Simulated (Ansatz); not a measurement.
WAu:

```xyz
2
Lattice="0.0000 2.9092 2.9092 2.9092 0.0000 2.9092 2.9092 2.9092 0.0000" Properties=species:S:1:pos:R:3 pbc="T T T"
W     0.0000    0.0000    0.0000
Au    4.3638    4.3638    4.3638
```

The cell was built by a generator and needn't be a form met in nature.

```yaml
Program: Ansatz 0.2.0
Task: relaxation of cell and atoms
Functional: HSE03
Potentials_or_basis: Ansatz PAW
Cutoff: "420 eV (not typed: the program's choice for these potentials)"
k_mesh: 4 × 4 × 4
Occupations: fermi-dirac, width 0.05 eV
Spin: no spin polarisation
```

At the start: volume 24.62 Å³/atom.

Question: How do energy, volume and symmetry change on relaxing?

Answer: It ends after 4 steps and the volume is 24.00 Å³/atom (-2.5 %); space group F-43m (No. 216, to 0.05 Å).

Step by step:
| step | energy change (eV) | largest force (eV/Å) | volume (Å³) |
| --- | --- | --- | --- |
| 1 | 0.0000 | 0.0000 | 49.24 |
| 2 | -0.0140 | 0.0000 | 48.06 |
| 3 | -0.0141 | 0.0000 | 47.99 |
| 4 | -0.0134 | 0.0000 | 47.99 |

Final structure:
```yaml
crystal:
  lattice:
    - [0.00000, 2.88433, 2.88433]
    - [2.88433, 0.00000, 2.88433]
    - [2.88433, 2.88433, 0.00000]
  atoms:
    - { symbol: W, position: [0.00000, 0.00000, 0.00000] }
    - { symbol: Au, position: [0.75000, 0.75000, 0.75000] }
```

Caveat: the k mesh is coarse (spacing up to 0.47 Å⁻¹), so the values aren't converged, least of all with exact exchange; the plane-wave basis is chosen anew once the cell has moved, so the energies of steps on either side of that aren't comparable; the PAW data sets come from PBE, with cores solved anew for the run's functional, which leaves a small shift of forces and pressure.
